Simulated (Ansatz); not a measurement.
# CH9NSSi2: up Jacob's ladder to CCSD(T)

How much do the methods differ for CH9NSSi2? The plan is to run it at one geometry with functionals of several rungs and with coupled cluster, and see how far each lands from CCSD(T) at the basis-set limit for the atomisation energy.

Program: Ansatz 0.2.0, Gaussian basis. Level of theory: functionals in def2-TZVPP, the program's frozen cores in correlated methods. These are calculated values, not measurements.

Levels to be run: PBE-D4, r2SCAN-D4, PBE0-D4, B3LYP-D4, ωB97X-V, ωB97M-V, B2PLYP; CCSD(T)/def2-TZVPP; MP2/def2-QZVPP; extrapolation to the limit.

### Step 1. The relaxed structure

The geometry comes from an earlier relaxation with PBE0-D4 in a triple-zeta def2 set; it is a stationary point, not always the lowest conformer.

SMILES `CS[SiH](N)[SiH3]`, 14 atoms, charge 0, spin multiplicity 1.

Atoms are counted from 1 here; the program's logs count them from 0.

Bond lengths: C1–S2 1.816 Å, C1–H6 1.089 Å, C1–H7 1.090 Å, C1–H8 1.089 Å, S2–Si3 2.128 Å, Si3–N4 1.717 Å, Si3–Si5 2.343 Å, Si3–H9 1.492 Å, N4–H10 1.008 Å, N4–H11 1.007 Å, Si5–H12 1.487 Å, Si5–H13 1.489 Å, Si5–H14 1.491 Å. Angles: S2–C1–H6 110.5°, S2–C1–H7 107.0°, S2–C1–H8 111.0°, H6–C1–H7 109.2°, H6–C1–H8 109.9°, H7–C1–H8 109.1°, C1–S2–Si3 100.5°, S2–Si3–N4 110.2°, S2–Si3–Si5 112.1°, S2–Si3–H9 101.4°, N4–Si3–Si5 107.2°, N4–Si3–H9 115.8°, Si5–Si3–H9 110.2°, Si3–N4–H10 121.0°, Si3–N4–H11 120.8°, H10–N4–H11 111.9°, Si3–Si5–H12 109.8°, Si3–Si5–H13 110.7° and more.

### Step 2. PBE-D4 (GGA)

File in.yaml:

```yaml
crystal:
  periodic: [false, false, false]
  atoms:
    - {symbol: C, position_ang: [-2.074895, 0.264075, 0.774260]}
    - {symbol: S, position_ang: [-0.708091, -0.091633, 1.915563]}
    - {symbol: Si, position_ang: [0.850673, -0.520290, 0.531095]}
    - {symbol: N, position_ang: [0.386912, -1.808222, -0.505984]}
    - {symbol: Si, position_ang: [1.349602, 1.319456, -0.832132]}
    - {symbol: H, position_ang: [-2.128443, -0.496189, -0.004162]}
    - {symbol: H, position_ang: [-2.993090, 0.243120, 1.360357]}
    - {symbol: H, position_ang: [-1.961480, 1.249438, 0.323650]}
    - {symbol: H, position_ang: [1.991310, -0.805412, 1.450159]}
    - {symbol: H, position_ang: [0.148434, -2.713639, -0.133464]}
    - {symbol: H, position_ang: [0.747081, -1.870620, -1.443785]}
    - {symbol: H, position_ang: [2.083034, 2.345224, -0.044285]}
    - {symbol: H, position_ang: [0.102811, 1.933131, -1.366316]}
    - {symbol: H, position_ang: [2.193242, 0.922260, -1.996059]}
basis:
  gaussian: {orbitals: def2-TZVPP}
hamiltonian: {xc: pbe, dispersion: d4}
output: {forces: true, orbitals: {seedname: orbitals}}
```

Launch:

```
$ ansatz run in.yaml --threads 2 --pin off --events-out ev --progress --plain --max-ram 22528MiB --backend cuda --devices 0, --max-vram 18GiB
```

After this run come: r2SCAN-D4 (meta-GGA); PBE0-D4 (hybrid); B3LYP-D4 (hybrid); ωB97X-V (range-separated); ωB97M-V (range-separated); B2PLYP (double hybrid); CCSD(T) in def2-TZVPP; MP2 in def2-QZVPP.

**Question.** What will the summary of the whole plan be? Wanted: atomisation energy, CCSD(T)/CBS; farthest; mean size of error, hybrid; mean size of error, range-separated; gap, smallest and largest; T1 diagnostic; triples share of the correlation energy.

As calculated:

```
                               quantity                                  value
        atomisation energy, CCSD(T)/CBS                              48.013 eV
    functionals within 0.240 eV (0.5 %)  r2SCAN-D4, PBE0-D4, B3LYP-D4, ωB97M-V
                               farthest                     B2PLYP (-0.767 eV)
             mean size of error, hybrid                               0.114 eV
    mean size of error, range-separated                               0.222 eV
              gap, smallest and largest   4.81 eV (PBE-D4), 11.04 eV (ωB97X-V)
                          T1 diagnostic                                 0.0117
triples share of the correlation energy                                  3.9 %
```

PBE-D4 is off by +0.258 eV. Double hybrids carry the basis error of their MP2 part in triple zeta, and no dispersion term here, so their miss is partly the set-up's. Misses under about 0.240 eV are within the doubt on the reference itself, which lacks core-valence correlation, relativity and higher excitations. Hartree-Fock recovers 73 % of the binding; the rest is correlation. Orbital gaps span 4.8 to 11.0 eV; exact exchange widens them.
